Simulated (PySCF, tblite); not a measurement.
# C₆H₇GeO radical: geometry, infrared bands and EPR parameters

Wanted: the infrared bands and EPR parameters of C₆H₇GeO radical (`[GeH3][O]c1cc[c]cc1`), by calculation.

Programs: tblite 0.8.0 and PySCF 2.14.0, with density-fitted response routines of our own. Each step states its level of theory. These are calculated values for one molecule in the gas phase, unless marked as measured. Atoms are numbered from 0 throughout.

## Step 1: The molecule as given

15 atoms, charge 0, multiplicity 2; geometry from: force field or distance geometry start.

Bonds of the start (Å): Ge0–O1 1.84, O1–C2 1.39, C2–C3 1.40, C3–C4 1.40, C4–C5 1.40, C5–C6 1.40, C6–C7 1.40, C7–C2 1.41, Ge0–H8 1.55, Ge0–H9 1.56, Ge0–H10 1.55, C3–H11 1.09, C4–H12 1.08, C6–H13 1.08, C7–H14 1.09.

## Step 2: Relaxing the molecule with GFN2-xTB

The job: settings as JSON, then the geometry in Å.

```
{"job": {"kind": "relax", "xc": "GFN2-xTB", "basis": "xTB"}, "charge": 0, "multiplicity": 2}
Ge     2.790300    -0.154100     0.050800
O      1.308500     0.778000    -0.507100
C     -0.004200     0.392800    -0.242700
C     -0.354500    -0.758800     0.467000
C     -1.698000    -1.092000     0.701800
C     -2.712500    -0.264600     0.196700
C     -2.378100     0.891900    -0.519700
C     -1.031600     1.221800    -0.733200
H      4.066000     0.582200    -0.419400
H      2.778100    -0.248500     1.603200
H      2.748600    -1.578200    -0.558700
H      0.401400    -1.429000     0.873100
H     -1.962100    -1.981100     1.258200
H     -3.160600     1.525700    -0.900600
H     -0.795700     2.121900    -1.291300
```

On the command line:

```
> OMP_NUM_THREADS=1 python probes_run.py task.json out
```

The driver reads the jobs from task.json and runs them one after another.

The log of the run:

```text
step      E/eV     max force
  0    -606.87835    2.506
  1    -606.98967    0.710
  2    -607.03557    0.638
  3    -607.08129    0.496
  4    -607.09545    0.435
  5    -607.11223    0.370
  6    -607.12486    0.340
  7    -607.13818    0.360
  8    -607.15031    0.304
  9    -607.16169    0.303
 10    -607.16925    0.243
 11    -607.17276    0.115
 12    -607.17405    0.097
 13    -607.17501    0.093
 14    -607.17603    0.113
 15    -607.17687    0.080
 16    -607.17742    0.060
 17    -607.17775    0.047
 18    -607.17799    0.039
 19    -607.17822    0.045
 20    -607.17848    0.041
 21    -607.17878    0.049
 22    -607.17911    0.049
 23    -607.17947    0.077
 24    -607.17988    0.090
 25    -607.18037    0.072
 26    -607.18092    0.054
 27    -607.18148    0.055
 28    -607.18198    0.058
 29    -607.18233    0.051
 30    -607.18252    0.032
 31    -607.18260    0.024
 32    -607.18265    0.025
 33    -607.18269    0.022
 34    -607.18271    0.011
 35    -607.18272    0.008
```

Run time: 0.2 s. Hardware: 1 thread of Arm Neoverse V2, shared host.

Along the way: (not every step is listed)

| step | energy from step 0 (eV) | largest force (eV/Å) |
| --- | --- | --- |
| 0 | 0.0000 | 2.5060 |
| 1 | -0.1113 | 0.7096 |
| 2 | -0.1572 | 0.6381 |
| 3 | -0.2029 | 0.4962 |
| 4 | -0.2171 | 0.4346 |
| 5 | -0.2339 | 0.3698 |
| 6 | -0.2465 | 0.3399 |
| 7 | -0.2598 | 0.3601 |
| 8 | -0.2720 | 0.3042 |
| 10 | -0.2909 | 0.2427 |
| 12 | -0.2957 | 0.0971 |
| 14 | -0.2977 | 0.1128 |
| 16 | -0.2991 | 0.0598 |
| 18 | -0.2996 | 0.0391 |
| 20 | -0.3001 | 0.0414 |
| 22 | -0.3008 | 0.0488 |
| 24 | -0.3015 | 0.0896 |
| 26 | -0.3026 | 0.0544 |
| 28 | -0.3036 | 0.0579 |
| 30 | -0.3042 | 0.0322 |
| 31 | -0.3043 | 0.0237 |
| 32 | -0.3043 | 0.0251 |
| 33 | -0.3043 | 0.0223 |
| 34 | -0.3044 | 0.0110 |
| 35 | -0.3044 | 0.0082 |

Close pairs (by a distance rule), those that changed most:

| bond | before (Å) | after (Å) | change (Å) |
| --- | --- | --- | --- |
| Ge0–O1 | 1.837 | 1.756 | -0.081 |
| Ge0–H8 | 1.546 | 1.487 | -0.059 |
| Ge0–H9 | 1.555 | 1.503 | -0.053 |
| Ge0–H10 | 1.550 | 1.503 | -0.047 |
| C4–C5 | 1.403 | 1.363 | -0.041 |
| C5–C6 | 1.401 | 1.364 | -0.037 |
| O1–C2 | 1.393 | 1.359 | -0.034 |
| C2–C7 | 1.408 | 1.393 | -0.015 |

The end geometry stands in the next job.

## Step 3: Harmonic vibrations with GFN2-xTB

The job: settings as JSON, then the geometry in Å.

```
{"job": {"kind": "ir", "xc": "GFN2-xTB", "basis": "xTB"}, "charge": 0, "multiplicity": 2}
Ge     2.755689    -0.166789     0.061301
O      1.293585     0.670722    -0.433642
C     -0.005111     0.337878    -0.209787
C     -0.375522    -0.798878     0.497568
C     -1.722189    -1.089794     0.696421
C     -2.633849    -0.221606     0.175029
C     -2.325578     0.907080    -0.525927
C     -0.978841     1.191472    -0.722854
H      3.766298     0.755215    -0.521605
H      2.813262    -0.245197     1.560683
H      2.781203    -1.541997    -0.543520
H      0.395810    -1.453261     0.891067
H     -2.013782    -1.972729     1.244351
H     -3.083662     1.566325    -0.919876
H     -0.671727     2.069550    -1.271122
```

The log of the run:

```text
mode    cm-1     km/mol
  1      55.4      1.19
  2     110.6      1.05
  3     148.4      0.35
  4     244.7      3.70
  5     281.3     14.83
  6     341.8      0.02
  7     450.2      2.82
  8     458.1     17.89
  9     551.6     12.89
 10     568.7     97.21
 11     585.6     57.81
 12     626.6      3.20
 13     628.8     99.65
 14     744.8    384.77
 15     765.0     14.85
 16     799.3    172.88
 17     818.9     40.91
 18     821.7     10.37
 19     823.8    145.41
 20     872.7      0.87
 21     892.6      0.06
 22     970.9     16.89
 23    1078.7      0.15
 24    1104.0      6.65
 25    1153.7     14.09
 26    1221.6     41.92
 27    1241.7    204.97
 28    1275.1      3.83
 29    1387.8      1.97
 30    1426.0     41.16
 31    1530.5     86.07
 32    1596.7      1.96
 33    1936.5     97.82
 34    1995.8    528.02
 35    2106.9    347.18
 36    2999.9     56.87
 37    3077.8     11.17
 38    3079.9     25.67
 39    3087.1     21.72
```

Wall time 0.42 s (1 thread of Arm Neoverse V2, shared host).

The strongest bands and the atoms that carry them (share of the mass-weighted mode):

| cm⁻¹ | km/mol | atoms |
| --- | --- | --- |
| 629 | 99.7 | H8 32 %, O1 32 %, H10 11 %, H9 10 % |
| 745 | 384.8 | H8 34 %, H10 27 %, H9 27 % |
| 799 | 172.9 | H8 48 %, H10 18 %, H9 17 % |
| 824 | 145.4 | H9 34 %, H10 32 %, O1 12 % |
| 1242 | 205.0 | C2 33 %, H12 16 %, O1 15 %, H11 12 % |
| 1936 | 97.8 | H10 47 %, H9 47 % |
| 1996 | 528.0 | H9 49 %, H10 49 % |
| 2107 | 347.2 | H8 93 % |

## Step 4: EPR parameters: B3LYP/def2-TZVP-core+pcH-1

Same as in step 3 but for these lines:

```diff
@@ -1,2 +1,2 @@
-{"job": {"kind": "ir", "xc": "GFN2-xTB", "basis": "xTB"}, "charge": 0, "multiplicity": 2}
+{"job": {"kind": "epr", "basis": "pcH-1"}, "charge": 0, "multiplicity": 2}
 Ge     2.755689    -0.166789     0.061301
```

With the program's defaults for keys left out, this is: UKS B3LYP, def2-TZVP-core on Ge, pcH-1 on C H O, non-relativistic, mean-field spin-orbit, GIAO.

The log of the run:

```text
UKS, coarse grid
  cycle   1  E = -2384.91317246  |g| = 1.41e+00
  cycle   2  E = -2384.65020827  |g| = 1.28e+00
  cycle   3  E = -2384.96509285  |g| = 5.80e-01
  cycle   4  E = -2385.06240518  |g| = 1.88e-01
  cycle   5  E = -2385.07324900  |g| = 4.43e-02
  cycle   6  E = -2385.07396868  |g| = 2.31e-02
  cycle   7  E = -2385.07425340  |g| = 2.84e-03
  cycle   8  E = -2385.07425864  |g| = 1.50e-03
  cycle   9  E = -2385.07426045  |g| = 9.07e-04
UKS, final grid
  cycle   1  E = -2385.07421581  |g| = 9.46e-04
  cycle   2  E = -2385.07421559  |g| = 1.52e-03
  cycle   3  E = -2385.07421676  |g| = 2.90e-04
  cycle   4  E = -2385.07421690  |g| = 2.42e-04
  cycle   5  E = -2385.07421707  |g| = 5.48e-05
  cycle   6  E = -2385.07421707  |g| = 4.60e-05
  cycle   7  E = -2385.07421707  |g| = 1.28e-05
E = -2385.07421707 Eh   <S^2> = 0.7571 (exact 0.7500)
g shifts (ppm)      1          2          3
  rmc          -160       -160       -160
  gc             30          9        -43
  oz_so        -574        -45        929
  total        -705       -196        725
hyperfine (MHz)  atom isotope    a_iso     a_fc   dipolar eigenvalues
    0  73Ge       0.03       0.02     -0.11      0.03      0.08
    1   17O      -2.52      -2.51     -1.58     -0.85      2.43
    2   13C      -8.50      -8.50     -6.35      2.11      4.24
    3   13C      56.02      56.03     -5.80     -1.83      7.64
    4   13C      19.59      19.59    -13.78     -1.99     15.77
    5   13C     406.46     406.58    -79.20    -62.07    141.27
    6   13C      18.13      18.14    -13.53     -2.27     15.80
    7   13C      52.85      52.86     -6.13     -1.85      7.98
    8    1H       0.10       0.10     -0.26     -0.20      0.47
    9    1H       0.13       0.13     -0.46     -0.40      0.86
   10    1H       0.12       0.12     -0.46     -0.40      0.86
   11    1H      11.78      11.78     -2.97     -2.25      5.22
   12    1H      55.25      55.25     -6.85     -5.68     12.53
   13    1H      54.45      54.45     -6.89     -5.69     12.58
   14    1H      13.10      13.10     -3.02     -2.33      5.34
```

It took 4.7 min on 1 thread of Arm Neoverse V2, shared host; peak memory 1.4 GiB.

Principal g values 2.00161, 2.00212, 2.00304; g(iso) = 2.00226, against 2.00232 for a free electron.

Mean a(iso) over the nuclei that a row names, and the largest dipolar term of the row (other rows stand at the frozen geometry):

| nuclei | isotope | a(iso) (MHz) | a(iso) (G, at g = 2.0023) | largest dipolar term (MHz) |
| --- | --- | --- | --- | --- |
| C5 | 13C | 406.5 | 145.0 | 141.3 |
| H12, H13 | 1H | 54.8 | 19.6 | 12.6 |
| C3, C7 | 13C | 54.4 | 19.4 | 8.0 |
| C4, C6 | 13C | 18.9 | 6.7 | 15.8 |
| H11, H14 | 1H | 12.4 | 4.4 | 5.3 |
| C2 | 13C | -8.5 | -3.0 | -6.3 |
| O1 | 17O | -2.5 | -0.9 | 2.4 |
| H8, H9, H10 | 1H | 0.1 | 0.0 | 0.9 |
| Ge0 | 73Ge | 0.0 | 0.0 | -0.1 |

Mulliken spin populations:

Ge0 0.00; O1 0.00; C2 -0.04; C3 0.06; C4 -0.07; C5 1.01; C6 -0.07; C7 0.06; H8 0.00; H9 0.00; H10 0.00; H11 0.01; H12 0.02; H13 0.02; H14 0.01

In first order the couplings over 0.8 MHz of 1H give 9 distinct lines over 48.0 G, if the averaged nuclei exchange fast.

Orbitals, density, ELF and potential are computed afterwards from the orbital file.

ELF in a plane through or near 13 of the atoms.

Ten even steps from '0' (0.00) to '9' (1.00):
```
0000000000000000000000000000
0000000000000000000000000000
0000000000000000000000000000
0000000000000026620000000000
0000134100000099991000000000
0005999800231089991069830000
0009999911675069971499980000
0029999934887253657799981000
0017996124737568385478610000
0001231561665114126862000000
0000021561212795015476410000
0000012322014534668579861000
0000001220189928565788861000
0000000000299934667213310000
0000000000199702999400000000
0000000000012003999700000000
0000000000000001799400000000
0000000000000000010000000000
0000000000000000000000000000
0000000000000000000000000000
```
The map spans 12.4 Å across and 10.3 Å up, centred on the molecule. Atoms in the plane (x, y in Å): Ge0 (-2.8, 0.2), O1 (-1.2, 1.0), C2 (0.1, 0.4), C3 (0.3, -1.0), C4 (1.5, -1.5), C5 (2.6, -0.6), C6 (2.4, 0.7), C7 (1.1, 1.3), H8 (-3.6, 1.4), H11 (-0.6, -1.6), H12 (1.7, -2.6), H13 (3.3, 1.4), H14 (1.0, 2.3).

log10 of the density (e/Å³) in the same plane.

Values, 10 rows by 14 columns:
```
-4.0 -4.0 -4.0 -4.0 -4.0 -4.0 -4.0 -4.0 -4.0 -4.0 -4.0 -4.0 -4.0 -4.0
-4.0 -4.0 -4.0 -4.0 -4.0 -4.0 -4.0 -3.3 -3.1 -3.6 -4.0 -4.0 -4.0 -4.0
-4.0 -3.6 -2.7 -2.4 -2.7 -2.7 -2.5 -1.4 -0.9 -1.8 -2.5 -2.8 -3.8 -4.0
-4.0 -2.7 -1.2 -0.6 -1.3 -0.7 -0.8 -0.5  0.2 -0.7 -0.6 -1.2 -2.7 -4.0
-3.8 -2.5 -0.9 -0.1  0.3  0.6  0.5  0.3  0.2  0.4  0.1 -1.0 -2.5 -4.0
-4.0 -3.0 -1.5 -0.2  1.3 -0.6 -0.5  0.3 -0.7  0.0  0.1 -1.3 -2.5 -4.0
-4.0 -3.6 -2.3 -1.4 -1.2 -1.3  0.1  0.3  0.4  0.3 -0.4 -1.4 -2.6 -4.0
-4.0 -4.0 -3.3 -2.7 -2.5 -1.9 -1.0 -1.2 -0.2  0.0 -1.7 -2.5 -3.6 -4.0
-4.0 -4.0 -4.0 -4.0 -4.0 -3.7 -3.2 -2.7 -1.7 -1.6 -2.7 -4.0 -4.0 -4.0
-4.0 -4.0 -4.0 -4.0 -4.0 -4.0 -4.0 -4.0 -3.6 -3.5 -4.0 -4.0 -4.0 -4.0
```
The map spans 12.4 Å across and 10.3 Å up, centred on the molecule. Atoms in the plane (x, y in Å): Ge0 (-2.8, 0.2), O1 (-1.2, 1.0), C2 (0.1, 0.4), C3 (0.3, -1.0), C4 (1.5, -1.5), C5 (2.6, -0.6), C6 (2.4, 0.7), C7 (1.1, 1.3), H8 (-3.6, 1.4), H11 (-0.6, -1.6), H12 (1.7, -2.6), H13 (3.3, 1.4), H14 (1.0, 2.3).

On the surface of density 0.002 e/bohr³ the electrostatic potential runs, from the 1st to the 99th percentile, from -0.92 V near O1 to 1.45 V near H8.

The spin density lies nearest to C5 75 %.

## Step 5: Results

```
                                 quantity                  value
strongest single infrared mode (GFN2-xTB)  1996 cm⁻¹, 528 km/mol
             zero-point energy (GFN2-xTB)          62.7 kcal/mol
                           g(iso) (B3LYP)                2.00226
                                     ⟨S²⟩     0.757 (exact 0.75)
       largest a(iso) (averaged by class)   13C on C5, 406.5 MHz
    surface potential, 1st and 99th percentile     -0.92 V and 1.45 V
```

Relaxing lowered the energy by 0.304 eV in 35 steps; the close pair that moved most is Ge0–O1, from 1.837 to 1.756 Å. All 39 modes are real, so the xTB geometry is a minimum. The strongest single mode, at 1996 cm⁻¹, moves mainly H9 and H10. Unscaled tight-binding wavenumbers are off by several per cent, some by more. Its intensities can rank the bands wrongly. Most of the unpaired spin sits on C5 (1.01 e). The isotropic g lies 0.1 ppt below the free-electron value. The hyperfine terms hold no scalar relativity, which the heavier nuclei need.
